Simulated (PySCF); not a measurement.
**C₅H₆F₂O: spin-spin couplings**

Wanted: the spin-spin couplings of C₅H₆F₂O (`C=C(C=O)[C@H](F)CF`), by calculation.

Programs: PySCF 2.14.0, with density-fitted response routines of our own. Each step states its level of theory. These are calculated values for one molecule in the gas phase, unless marked as measured. Atoms are numbered from 0 throughout.

## 1. The molecule as given

14 atoms, charge 0, multiplicity 1; geometry from: GFN2-xTB.

Bonds of the start (Å): C0–C1 1.33, C1–C2 1.47, C2–O3 1.20, C1–C4 1.51, C4–F5 1.38, C4–C6 1.53, C6–F7 1.37, C0–H8 1.08, C0–H9 1.08, C2–H10 1.11, C4–H11 1.10, C6–H12 1.09, C6–H13 1.09.

## 2. Spin-spin couplings: B3LYP/pcJ-1

The job: settings as JSON, then the geometry in Å.

```
{"job": {"kind": "j", "xc": "B3LYP", "basis": "pcJ-1"}, "charge": 0, "multiplicity": 1}
C      1.061142     1.464884    -0.539747
C      0.700062     0.293385    -0.021381
C      1.198686    -0.161194     1.285241
O      0.900571    -1.203481     1.809976
C     -0.266969    -0.644758    -0.697582
F     -0.424263    -0.315266    -2.024936
C     -1.629832    -0.633019     0.002095
F     -2.032961     0.648032     0.274582
H      1.743375     2.117304    -0.021761
H      0.685534     1.797927    -1.492402
H      1.892478     0.551600     1.766519
H      0.122452    -1.671376    -0.674897
H     -2.390397    -1.081601    -0.643982
H     -1.560556    -1.162909     0.956109
```

With the program's defaults for keys left out, this is: B3LYP/pcJ-1 indirect spin-spin coupling, non-relativistic, gas phase.

Launch:

```sh
$ OMP_NUM_THREADS=1 python probes_run.py task.json out
```

The driver reads the jobs from task.json and runs them one after another.

Predict these results of the whole session: largest coupling of the table (B3LYP/pcJ-1).

The runs gave:

```
                                   quantity                     value
largest coupling of the table (B3LYP/pcJ-1)  1J(C,F) C4–F5, -235.7 Hz
```

In words: Of the pairs tabulated at B3LYP/pcJ-1, C4–F5 couples most strongly (-235.7 Hz; Fermi contact -281.4 Hz). Couplings across rotatable bonds belong to this one conformer; where others are populated, the observed values are averages. Density functionals describe couplings to fluorine poorly, F–F couplings above all, so those rows are rough.
